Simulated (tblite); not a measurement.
# C26H26N2S: the cost of one run

Programs: tblite 0.8.0 and PySCF 2.14.0, with routines of our own; each step states its level. All values are computed. Atoms count from 0.

### Step 1. The starting structure

55 atoms, charge 0, multiplicity 1; geometry from: force field, distance geometry or constructed start.

### Step 2. Relaxing the molecule with GFN2-xTB

Job settings and geometry (Å):

```
{"job": {"kind": "relax", "xc": "GFN2-xTB", "basis": "xTB"}, "charge": 0, "multiplicity": 1}
C     -8.778500    -1.855800     1.796100
C     -8.637700    -0.365900     1.503300
C     -7.867300    -0.126200     0.208200
C     -7.724700     1.378900    -0.081600
C     -7.038900     1.665000    -1.411500
C     -5.599400     1.263500    -1.461500
C     -5.143500     0.200200    -2.213000
N     -3.851300    -0.187100    -2.263300
C     -2.984800     0.526600    -1.531700
C     -1.590500     0.102900    -1.590400
C     -0.590300     0.701200    -0.925900
C      0.763100     0.257300    -1.007600
C      1.342800    -0.784800    -1.701400
C      2.757500    -0.880400    -1.510300
C      3.237100     0.105100    -0.664800
C      4.617500     0.318400    -0.206100
C      5.201900     1.592700    -0.224400
C      6.520900     1.773100     0.194600
C      7.292900     0.694000     0.640500
C      8.624600     0.863700     1.067300
C      9.381900    -0.219800     1.516000
C     10.809700    -0.026200     1.934700
C      8.817800    -1.494600     1.518700
C      7.491200    -1.688100     1.089300
C      6.722400    -0.595500     0.653000
C      5.386800    -0.769600     0.227200
S      1.972100     1.112200    -0.114200
N     -3.314100     1.584900    -0.764400
C     -4.615300     1.927300    -0.750900
H     -7.803600    -2.334400     1.898500
H     -9.327500    -2.005500     2.731900
H     -9.336500    -2.354100     0.996000
H     -8.108300     0.108400     2.342900
H     -9.627400     0.086300     1.455200
H     -6.883100    -0.591600     0.271700
H     -8.403200    -0.601400    -0.626700
H     -8.722000     1.832000    -0.100500
H     -7.174500     1.854500     0.743200
H     -7.098500     2.738800    -1.620300
H     -7.596700     1.180200    -2.224700
H     -5.823400    -0.403600    -2.805500
H     -1.414600    -0.758200    -2.230900
H     -0.803600     1.561600    -0.294000
H      0.794400    -1.466400    -2.342500
H      3.379600    -1.628100    -1.970900
H      4.635700     2.455100    -0.576500
H      6.945600     2.779200     0.172300
H      9.068400     1.857900     1.050600
H     11.473400    -0.116200     1.067800
H     11.106200    -0.772200     2.683700
H     10.950600     0.951600     2.392000
H      9.398800    -2.359000     1.839900
H      7.075400    -2.687600     1.106000
H      4.947700    -1.764800     0.241900
H     -4.851000     2.782800    -0.121600
```

Run with:

```console
$ OMP_NUM_THREADS=2 python large_run.py task.json out
```

The driver reads the jobs from task.json and runs them one after another.

Q: Estimate the wall time and peak memory of this first job on 2 threads of Arm Neoverse N1, shared host.

About 5.6 s, with a peak of 0.19 GiB.
